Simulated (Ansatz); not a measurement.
# BCl₂H₂N + H₂O: a complex and its separated parts, part 2 of 2

Ansatz 0.2.0, Gaussian basis.

### Step 13. CAM-B3LYP-D4/def2-TZVPP

The inputs:

parta/in.yaml

```yaml
crystal:
  periodic: [false, false, false]
  atoms:
    - {symbol: B, position_ang: [0.112190, -0.799355, 0.522032]}
    - {symbol: Cl, position_ang: [-0.995506, -1.703440, -0.506207]}
    - {symbol: Cl, position_ang: [-0.501050, -0.013630, 1.973996]}
    - {symbol: N, position_ang: [1.453006, -0.707122, 0.191886]}
    - {symbol: H, position_ang: [2.111839, -0.199274, 0.755983]}
    - {symbol: H, position_ang: [1.835758, -1.142864, -0.628969]}
basis:
  gaussian: {orbitals: def2-TZVPP}
hamiltonian: {xc: {name: CAM-B3LYP}, dispersion: d4}
```

partb/in.yaml

```yaml
crystal:
  periodic: [false, false, false]
  atoms:
    - {symbol: O, position_ang: [-1.128595, 1.771648, -0.981630]}
    - {symbol: H, position_ang: [-1.319468, 1.819931, -0.042465]}
    - {symbol: H, position_ang: [-1.568174, 0.974305, -1.284625]}
basis:
  gaussian: {orbitals: def2-TZVPP}
hamiltonian: {xc: {name: CAM-B3LYP}, dispersion: d4}
```

Each run has its own folder and the same command.

Launch:

```sh
> ansatz run in.yaml --threads 4 --pin off --events-out ev --progress --plain --max-ram 9574MiB
```

Log of parta (excerpt; [...] marks lines left out):

```text
Functional definition: CAM-B3LYP
  name "CAM-B3LYP"
  cite "Yanai, Tew & Handy, Chem. Phys. Lett. 393, 51 (2004) doi:10.1016/j.cplett.2004.06.011"
  cite "Iikura, Tsuneda, Yanai & Hirao, J. Chem. Phys. 115, 3540 (2001) doi:10.1063/1.1383587"
  cite "Becke, Phys. Rev. A 38, 3098 (1988) doi:10.1103/PhysRevA.38.3098"
  cite "Lee, Yang & Parr, Phys. Rev. B 37, 785 (1988) doi:10.1103/PhysRevB.37.785"
[...]
1068 factors; their error is unknown
222 factors; integrals over basis functions are off by at most 1.1e-5 eV
[...]
mean field -27249.27825982 eV, -1001.3925058241 hartree, gradient 1.4e-5 eV, S^2 0.000000; 0 other end points of the search recorded, 0 dependent functions left out
reference -27249.27837615 eV, -1001.3925100994 hartree; 24, 24 occupied and 150, 150 virtual orbitals, 1068 factors
Total energy: -27249.39617374 eV, -1001.3968390810 hartree
```

Output in partb (excerpt; [...] marks lines left out):

```text
[... 6 set-up lines as earlier in the session ...]
[...]
  # Exact exchange under (alpha + beta erf(omega r))/r, Becke's under what is left of 1/r.
[...]
269 factors; their error is unknown
72 factors; integrals over basis functions are off by at most 1.6e-5 eV
[...]
mean field -2079.99968543 eV, -76.4385785651 hartree, gradient 1.1e-5 eV, S^2 0.000000; 0 other end points of the search recorded, 0 dependent functions left out
reference -2079.99975286 eV, -76.4385810431 hartree; 5, 5 occupied and 54, 54 virtual orbitals, 269 factors
Total energy: -2080.00381882 eV, -76.4387304644 hartree
```

Times: 1.8 s (parta), 0.25 s (partb) on 4 threads of Arm Neoverse V1, shared host.

### Step 14. wB97X-V/def2-TZVPP

The same edit goes into each in.yaml of step 13 (parta, partb):

```diff
-hamiltonian: {xc: {name: CAM-B3LYP}, dispersion: d4}
+hamiltonian: {xc: {name: wB97X-V}}
```

Each run has its own folder and the same command.

Launch:

```sh
> ansatz run in.yaml --threads 4 --pin off --events-out ev --progress --plain --max-ram 9574MiB
```

parta printed (excerpt; [...] marks lines left out):

```text
Functional definition: wB97X-V
  name "wB97X-V"
  cite "Mardirossian & Head-Gordon, Phys. Chem. Chem. Phys. 16, 9904 (2014) doi:10.1039/C3CP54374A"
[... 2 set-up lines as earlier in the session ...]
[...]
      + integral(e_c_pw_opposite_spin*poly(b97_u_opposite, cos0, cos1)) + vv10(b, c)
1062 factors; their error is unknown
200 factors; integrals over basis functions are off by at most 2.0e-5 eV
[...]
mean field -27245.25092303 eV, -1001.2445039270 hartree, gradient 3.3e-5 eV, S^2 0.000000; 0 other end points of the search recorded, 0 dependent functions left out
reference -27245.25092141 eV, -1001.2445038674 hartree; 24, 24 occupied and 150, 150 virtual orbitals, 1062 factors
Total energy: -27245.25092141 eV, -1001.2445038674 hartree
```

Log of partb (excerpt; [...] marks lines left out):

```text
[... 5 set-up lines as earlier in the session ...]
[...]
      + integral(e_c_pw_opposite_spin*poly(b97_u_opposite, cos0, cos1)) + vv10(b, c)
269 factors; their error is unknown
69 factors; integrals over basis functions are off by at most 2.2e-5 eV
[...]
mean field -2079.88767192 eV, -76.4344621444 hartree, gradient 2.2e-5 eV, S^2 0.000000; 0 other end points of the search recorded, 0 dependent functions left out
reference -2079.88767102 eV, -76.4344621115 hartree; 5, 5 occupied and 54, 54 virtual orbitals, 269 factors
Total energy: -2079.88767102 eV, -76.4344621115 hartree
```

Wall times: 3.9 s (parta), 0.4 s (partb) on 4 threads of Arm Neoverse V1, shared host.

### Step 15. wB97M-V/def2-TZVPP

Each input of step 14 (parta, partb) changes in the same lines:

```diff
-hamiltonian: {xc: {name: wB97X-V}}
+hamiltonian: {xc: {name: wB97M-V}}
```

The same command starts each run, in its folder.

Launch:

```sh
> ansatz run in.yaml --threads 4 --pin off --events-out ev --progress --plain --max-ram 9574MiB
```

parta printed (excerpt; [...] marks lines left out):

```text
Functional definition: wB97M-V
  name "wB97M-V"
  cite "Mardirossian & Head-Gordon, J. Chem. Phys. 144, 214110 (2016) doi:10.1063/1.4952647"
[... 2 set-up lines as earlier in the session ...]
  # Of w^i u^j: cxij and so on, Table III.
[...]
  gx(w, u) = 1 - cx + cx01*u + cx10*w
[...]
      + integral(e_c_pw_mod_opposite_spin*gos(b97_w_opposite, b97_u_opposite)) + vv10(b, c)
1062 factors; their error is unknown
200 factors; integrals over basis functions are off by at most 2.0e-5 eV
[...]
mean field -27247.60315785 eV, -1001.3309469623 hartree, gradient 3.3e-5 eV, S^2 0.000000; 0 other end points of the search recorded, 0 dependent functions left out
reference -27247.60319741 eV, -1001.3309484160 hartree; 24, 24 occupied and 150, 150 virtual orbitals, 1062 factors
Total energy: -27247.60319741 eV, -1001.3309484160 hartree
```

Output in partb (excerpt; [...] marks lines left out):

```text
[... 5 set-up lines as earlier in the session ...]
  # Of w^i u^j: cxij and so on, Table III.
[...]
  gx(w, u) = 1 - cx + cx01*u + cx10*w
[...]
      + integral(e_c_pw_mod_opposite_spin*gos(b97_w_opposite, b97_u_opposite)) + vv10(b, c)
269 factors; their error is unknown
69 factors; integrals over basis functions are off by at most 2.2e-5 eV
[...]
mean field -2079.85938205 eV, -76.4334225112 hartree, gradient 2.9e-5 eV, S^2 0.000000; 0 other end points of the search recorded, 0 dependent functions left out
reference -2079.85940406 eV, -76.4334233200 hartree; 5, 5 occupied and 54, 54 virtual orbitals, 269 factors
Total energy: -2079.85940406 eV, -76.4334233200 hartree
```

Times: 4.5 s (parta), 0.4 s (partb) on 4 threads of Arm Neoverse V1, shared host.

### Step 16. B2PLYP/def2-TZVPP

The same edit goes into each in.yaml of step 15 (parta, partb):

```diff
-hamiltonian: {xc: {name: wB97M-V}}
+hamiltonian: {xc: {name: B2PLYP}}
```

Each run has its own folder and the same command.

Launch:

```sh
> ansatz run in.yaml --threads 4 --pin off --events-out ev --progress --plain --max-ram 9574MiB
```

parta printed (excerpt; [...] marks lines left out):

```text
Functional definition: B2PLYP
  name "B2PLYP"
  cite "Grimme, J. Chem. Phys. 124, 034108 (2006) doi:10.1063/1.2148954"
[... 2 set-up lines as earlier in the session ...]
[...]
1040 factors; integrals over basis functions are off by at most 1.4e-3 eV
[...]
mean field -27234.61270536 eV, -1000.8535566385 hartree, gradient 2.5e-6 eV, S^2 0.000000; 0 other end points of the search recorded, 0 dependent functions left out
12 core orbitals not correlated: weight in the atoms' cores, before any rotation towards them, 1.000 or more for the frozen orbitals, at most 0.000 for the correlated occupied ones
reference -27234.61285706 eV, -1000.8535622132 hartree; 12, 12 occupied and 150, 150 virtual orbitals, 1040 factors
second order -22.67907162 eV of doubles, -0.00000000 eV of singles
Total energy: -27240.73620639 eV, -1001.0785911507 hartree
```

partb printed (excerpt; [...] marks lines left out):

```text
[... 5 set-up lines as earlier in the session ...]
[...]
361 factors; integrals over basis functions are off by at most 7.6e-4 eV
[...]
mean field -2077.03827979 eV, -76.3297489151 hartree, gradient 8.4e-7 eV, S^2 0.000000; 0 other end points of the search recorded, 0 dependent functions left out
1 core orbitals not correlated: weight in the atoms' cores, before any rotation towards them, 1.000 or more for the frozen orbitals, at most 0.000 for the correlated occupied ones
reference -2077.03836481 eV, -76.3297520397 hartree; 4, 4 occupied and 54, 54 virtual orbitals, 361 factors
second order -8.41872339 eV of doubles, -0.00000000 eV of singles
Total energy: -2079.31142013 eV, -76.4132852818 hartree
```

Times: 2.4 s (parta), 0.25 s (partb) on 4 threads of Arm Neoverse V1, shared host.

### Step 17. PBE-QIDH/def2-TZVPP

The same edit goes into each in.yaml of step 16 (parta, partb):

```diff
-hamiltonian: {xc: {name: B2PLYP}}
+hamiltonian: {xc: {name: PBE-QIDH}}
```

The same command starts each run, in its folder.

Launch:

```sh
> ansatz run in.yaml --threads 4 --pin off --events-out ev --progress --plain --max-ram 9574MiB
```

parta printed (excerpt; [...] marks lines left out):

```text
Functional definition: PBE-QIDH
  name "PBE-QIDH"
  cite "Brémond, Sancho-García, Pérez-Jiménez & Adamo, J. Chem. Phys. 141, 031101 (2014) doi:10.1063/1.4890314"
[... 1 set-up line as earlier in the session ...]
[...]
1040 factors; integrals over basis functions are off by at most 1.4e-3 eV
[...]
mean field -27226.90124109 eV, -1000.5701655535 hartree, gradient 4.4e-6 eV, S^2 0.000000; 0 other end points of the search recorded, 0 dependent functions left out
12 core orbitals not correlated: weight in the atoms' cores, before any rotation towards them, 1.000 or more for the frozen orbitals, at most 0.000 for the correlated occupied ones
reference -27226.90125162 eV, -1000.5701659404 hartree; 12, 12 occupied and 150, 150 virtual orbitals, 1040 factors
second order -21.06407877 eV of doubles, -0.00000000 eV of singles
Total energy: -27233.92261120 eV, -1000.8281961460 hartree
```

Log of partb (excerpt; [...] marks lines left out):

```text
[... 4 set-up lines as earlier in the session ...]
[...]
361 factors; integrals over basis functions are off by at most 7.6e-4 eV
[...]
mean field -2075.58435357 eV, -76.2763181121 hartree, gradient 2.2e-6 eV, S^2 0.000000; 0 other end points of the search recorded, 0 dependent functions left out
1 core orbitals not correlated: weight in the atoms' cores, before any rotation towards them, 1.000 or more for the frozen orbitals, at most 0.000 for the correlated occupied ones
reference -2075.58435906 eV, -76.2763183139 hartree; 4, 4 occupied and 54, 54 virtual orbitals, 361 factors
second order -7.85899055 eV of doubles, -0.00000000 eV of singles
Total energy: -2078.20402258 eV, -76.3725891725 hartree
```

Times: 2.6 s (parta), 0.25 s (partb) on 4 threads of Arm Neoverse V1, shared host.

### Step 18. RPA on PBE/def2-TZVPP

Each input of step 17 (parta, partb) changes in the same lines:

```diff
-hamiltonian: {xc: {name: PBE-QIDH}}
+hamiltonian: {xc: pbe}
+correlation: {method: rpa}
```

One command serves all of them, each in its own folder.

Launch:

```sh
> ansatz run in.yaml --threads 4 --pin off --events-out ev --progress --plain --max-ram 9574MiB
```

Output in parta (excerpt; [...] marks lines left out):

```text
[... 4 set-up lines as earlier in the session ...]
[...]
1040 factors; integrals over basis functions are off by at most 1.4e-3 eV
[...]
mean field -27236.46418469 eV, -1000.9215972488 hartree, gradient 2.7e-6 eV, S^2 0.000000; 0 other end points of the search recorded, 0 dependent functions left out
12 core orbitals not correlated: weight in the atoms' cores, before any rotation towards them, 1.000 or more for the frozen orbitals, at most 0.000 for the correlated occupied ones
reference -27196.56534594 eV, -999.4553419691 hartree; 12, 12 occupied and 150, 150 virtual orbitals, 1040 factors
Total energy: -27226.81506458 eV, -1000.5669986252 hartree
```

Log of partb (excerpt; [...] marks lines left out):

```text
[... 4 set-up lines as earlier in the session ...]
[...]
361 factors; integrals over basis functions are off by at most 7.6e-4 eV
[...]
mean field -2078.40755340 eV, -76.3800687921 hartree, gradient 2.1e-6 eV, S^2 0.000000; 0 other end points of the search recorded, 0 dependent functions left out
1 core orbitals not correlated: weight in the atoms' cores, before any rotation towards them, 1.000 or more for the frozen orbitals, at most 0.000 for the correlated occupied ones
reference -2069.53696536 eV, -76.0540806944 hartree; 4, 4 occupied and 54, 54 virtual orbitals, 361 factors
Total energy: -2080.48260197 eV, -76.4563254205 hartree
```

Times: 2.2 s (parta), 0.25 s (partb) on 4 threads of Arm Neoverse V1, shared host.

### Step 19. CCSD(T)/def2-TZVPP

Each input of step 18 (parta, partb) changes in the same lines:

```diff
-hamiltonian: {xc: pbe}
-correlation: {method: rpa}
+correlation: {method: ccsd_t}
```

One command serves all of them, each in its own folder.

Launch:

```sh
> ansatz run in.yaml --threads 4 --pin off --events-out ev --progress --plain --max-ram 9574MiB
```

Output in parta (excerpt; [...] marks lines left out):

```text
Functional definition: HF
  name "HF"
  cite "Fock, Z. Phys. 61, 126 (1930) doi:10.1007/BF01340294"
[... 1 set-up line as earlier in the session ...]
[...]
1040 factors; integrals over basis functions are off by at most 1.4e-3 eV
[...]
mean field -27197.70957549 eV, -999.4973916295 hartree, gradient 2.5e-6 eV, S^2 0.000000; 0 other end points of the search recorded, 0 dependent functions left out
12 core orbitals not correlated: weight in the atoms' cores, before any rotation towards them, 1.000 or more for the frozen orbitals, at most 0.000 for the correlated occupied ones
reference -27197.70957549 eV, -999.4973916295 hartree; 12, 12 occupied and 150, 150 virtual orbitals, 1040 factors
second order -18.69633917 eV of doubles, -0.00000000 eV of singles
cycle   1  -19.29812853 eV  change   -6.0e-1 eV  update   8.2e-2
[...]
cycle   9  -19.75658539 eV  change   -3.8e-6 eV  update   1.5e-5
perturbative correction -0.84758714 eV, -0.0311482530 hartree
Total energy: -27218.31374802 eV, -1000.2545810040 hartree
```

partb printed (excerpt; [...] marks lines left out):

```text
[... 4 set-up lines as earlier in the session ...]
[...]
361 factors; integrals over basis functions are off by at most 7.6e-4 eV
[...]
mean field -2069.76241103 eV, -76.0623656702 hartree, gradient 3.6e-6 eV, S^2 0.000000; 0 other end points of the search recorded, 0 dependent functions left out
1 core orbitals not correlated: weight in the atoms' cores, before any rotation towards them, 1.000 or more for the frozen orbitals, at most 0.000 for the correlated occupied ones
reference -2069.76241103 eV, -76.0623656702 hartree; 4, 4 occupied and 54, 54 virtual orbitals, 361 factors
second order -7.10556558 eV of doubles, -0.00000000 eV of singles
cycle   1  -7.11162726 eV  change   -6.1e-3 eV  update   4.1e-2
[...]
cycle   8  -7.26608296 eV  change    3.3e-6 eV  update   7.2e-6
perturbative correction -0.20740318 eV, -0.0076219263 hartree
Total energy: -2077.23589718 eV, -76.3370112201 hartree
```

They took 22 s (parta), 0.25 s (partb) on 4 threads of Arm Neoverse V1, shared host; peak memory 1.5 GiB.

### Step 20. Vibrations of BCl₂H₂N

The input, vib-parta/in.yaml:

```yaml
crystal:
  periodic: [false, false, false]
  atoms:
    - {symbol: B, position_ang: [0.112190, -0.799355, 0.522032]}
    - {symbol: Cl, position_ang: [-0.995506, -1.703440, -0.506207]}
    - {symbol: Cl, position_ang: [-0.501050, -0.013630, 1.973996]}
    - {symbol: N, position_ang: [1.453006, -0.707122, 0.191886]}
    - {symbol: H, position_ang: [2.111839, -0.199274, 0.755983]}
    - {symbol: H, position_ang: [1.835758, -1.142864, -0.628969]}
basis:
  gaussian: {orbitals: def2-TZVP}
hamiltonian: {xc: pbe0, dispersion: d4}
phonons: {temperatures: {t_min: 298.15, t_max: 900, t_step: 200}}
```

Launch:

```sh
> ansatz run in.yaml --threads 4 --pin off --events-out ev --progress --plain --max-ram 9574MiB
```

Output (excerpt; [...] marks lines left out):

```text
[... 5 set-up lines as earlier in the session ...]
[...]
948 factors; their error is unknown
[...]
mean field -27238.68700580 eV, -1001.0032844179 hartree, gradient 4.3e-5 eV, S^2 0.000000; 0 other end points of the search recorded, 0 dependent functions left out
[...]
Atom 3 at     1.453006    -0.707122     0.191886 Å, force    -0.003331     0.000261     0.000642 eV/Å
Atom 4 at     2.111839    -0.199274     0.755983 Å, force    -0.000014     0.000968     0.001930 eV/Å
Atom 5 at     1.835758    -1.142864    -0.628969 Å, force    -0.000746    -0.001417    -0.001560 eV/Å
Dipole moment:     0.565207     0.039010    -0.139252 e Å
Vibrations: 261.33 319.34 474.19 541.50 563.14 574.46 790.94 1092.75 1369.08 1622.76 3627.76 3733.22 cm⁻¹, zero-point energy 0.928051 eV
```

Run time: 40 s. Hardware: 4 threads of Arm Neoverse V1, shared host.

Wavenumbers and character of the modes:

| mode | wavenumber (cm⁻¹) | character |
| --- | --- | --- |
| 1 | 261 | bend |
| 2 | 319 | bend |
| 3 | 474 | torsion with out-of-plane bend |
| 4 | 542 | torsion with out-of-plane bend |
| 5 | 563 | B–Cl stretch |
| 6 | 574 | torsion |
| 7 | 791 | B–Cl stretch with bend |
| 8 | 1093 | bend with B–Cl stretch |
| 9 | 1369 | B–N stretch |
| 10 | 1623 | bend |
| 11 | 3628 | N–H stretch |
| 12 | 3733 | N–H stretch |

Vibrational sums (real modes only):

| T (K) | entropy (J/mol/K) | heat capacity (J/mol/K) |
| --- | --- | --- |
| 298 | 23.3 | 38.3 |
| 498 | 47.8 | 56.6 |
| 698 | 68.7 | 66.9 |
| 898 | 86.4 | 73.5 |

### Step 21. Vibrations of H₂O

The input, vib-partb/in.yaml:

```yaml
crystal:
  periodic: [false, false, false]
  atoms:
    - {symbol: O, position_ang: [-1.128595, 1.771648, -0.981630]}
    - {symbol: H, position_ang: [-1.319468, 1.819931, -0.042465]}
    - {symbol: H, position_ang: [-1.568174, 0.974305, -1.284625]}
basis:
  gaussian: {orbitals: def2-TZVP}
hamiltonian: {xc: pbe0, dispersion: d4}
phonons: {temperatures: {t_min: 298.15, t_max: 900, t_step: 200}}
```

Launch:

```sh
> ansatz run in.yaml --threads 4 --pin off --events-out ev --progress --plain --max-ram 9574MiB
```

Output (excerpt; [...] marks lines left out):

```text
[... 5 set-up lines as earlier in the session ...]
[...]
239 factors; their error is unknown
[...]
mean field -2078.33307681 eV, -76.3773318279 hartree, gradient 1.2e-5 eV, S^2 0.000000; 0 other end points of the search recorded, 0 dependent functions left out
[...]
Total energy: -2078.33734664 eV, -76.3774887413 hartree
Atom 0 at    -1.128595     1.771648    -0.981630 Å, force    -0.000022    -0.000026     0.000022 eV/Å
Atom 1 at    -1.319468     1.819931    -0.042465 Å, force     0.000010     0.000010    -0.000016 eV/Å
Atom 2 at    -1.568174     0.974305    -1.284625 Å, force     0.000012     0.000016    -0.000007 eV/Å
Dipole moment:    -0.232465    -0.276199     0.234573 e Å
Vibrations: 1622.91 3851.61 3959.34 cm⁻¹, zero-point energy 0.584825 eV
```

Wall time 0.65 s (4 threads of Arm Neoverse V1, shared host).

The modes, with what each moves most:

| mode | wavenumber (cm⁻¹) | character |
| --- | --- | --- |
| 1 | 1623 | bend |
| 2 | 3852 | O–H stretch |
| 3 | 3959 | O–H stretch |

Vibrational sums (real modes only):

| T (K) | entropy (J/mol/K) | heat capacity (J/mol/K) |
| --- | --- | --- |
| 298 | 0.0 | 0.2 |
| 498 | 0.4 | 1.7 |
| 698 | 1.4 | 3.9 |
| 898 | 2.6 | 6.1 |

### Step 22. Complex less separated parts

The complex's own energies come from single points at the same levels.

Rows are in def2-TZVPP; times add the 3 runs of a level on a shared host, so small differences are noise.

Differences are taken before rounding.

| method | rung | complex less parts (kJ/mol) | from CCSD(T) (kJ/mol) | time |
| --- | --- | --- | --- | --- |
| SPW92 | LDA | -23.3 | -10.0 | 2 s |
| PBE-D4 | GGA | -17.3 | -4.0 | 3.2 s |
| BLYP-D4 | GGA | -16.1 | -2.8 | 3.5 s |
| r2SCAN-D4 | meta-GGA | -16.2 | -2.9 | 6.9 s |
| B97M-V | meta-GGA | -16.5 | -3.2 | 12 s |
| PBE0-D4 | hybrid | -15.2 | -2.0 | 4.7 s |
| B3LYP-D4 | hybrid | -15.3 | -2.1 | 4.2 s |
| r2SCAN0-D4 | hybrid | -15.0 | -1.7 | 7.6 s |
| BHLYP-D4 | hybrid | -14.7 | -1.4 | 4.1 s |
| CAM-B3LYP-D4 | range-separated hybrid | -15.7 | -2.5 | 5 s |
| wB97X-V | range-separated hybrid | -15.5 | -2.2 | 11 s |
| wB97M-V | range-separated hybrid | -16.2 | -3.0 | 13 s |
| B2PLYP | double hybrid | -10.5 | +2.8 | 7.4 s |
| PBE-QIDH | double hybrid | -11.7 | +1.5 | 7.7 s |
| RPA on PBE | RPA | -11.2 | +2.1 | 7.3 s |
| Hartree-Fock | wavefunction | -2.8 | +10.4 |  |
| MP2 | wavefunction | -13.8 | -0.5 |  |
| CCSD | wavefunction | -11.4 | +1.8 |  |
| CCSD(T) | wavefunction | -13.3 | 0 | 2.6 min |

Among the levels timed on like hardware and quicker than the yardstick, those that no quicker one beats, quickest first: SPW92 (2 s, -10.0 kJ/mol); PBE-D4 (3.2 s, -4.0 kJ/mol); BLYP-D4 (3.5 s, -2.8 kJ/mol); BHLYP-D4 (4.1 s, -1.4 kJ/mol).

For cost: BHLYP-D4 gets within 1.4 kJ/mol in 4.1 s, where CCSD(T) took 2.6 min; the quickest level in the cost chart, SPW92, takes 2 s and misses by 10.0 kJ/mol.

The complex's zero-point energy, from a separate PBE0-D4 run, is 1.557 eV.

### Step 23. Outcome

This closing draws on all 2 parts.

| quantity | value |
| --- | --- |
| complex less parts, CCSD(T)/def2-TZVPP | -13.3 kJ/mol |
| with zero-point energy | -9.0 kJ/mol |
| largest T1 diagnostic | 0.010 |

**Reading.** At CCSD(T) the complex lies 13.3 kJ/mol below its parts. BHLYP-D4 is the best functional here (-1.4 kJ/mol from CCSD(T)); SPW92 is the worst (-10.0 kJ/mol). By rung, the mean size of the error is: LDA 10.0, GGA 3.4, meta-GGA 3.1, hybrid 1.8, range-separated hybrid 2.6, double hybrid 2.2 kJ/mol. The double hybrids carry no dispersion term here, unlike the levels marked D4 or V. PBE-D4 gives a relative energy 4.0 kJ/mol too low, inside chemical accuracy (1 kcal/mol, 4.2 kJ/mol). No counterpoise was applied, and triple zeta lacks some correlation, so the CCSD(T) reference has a basis error of its own, and close matches with it are partly luck.
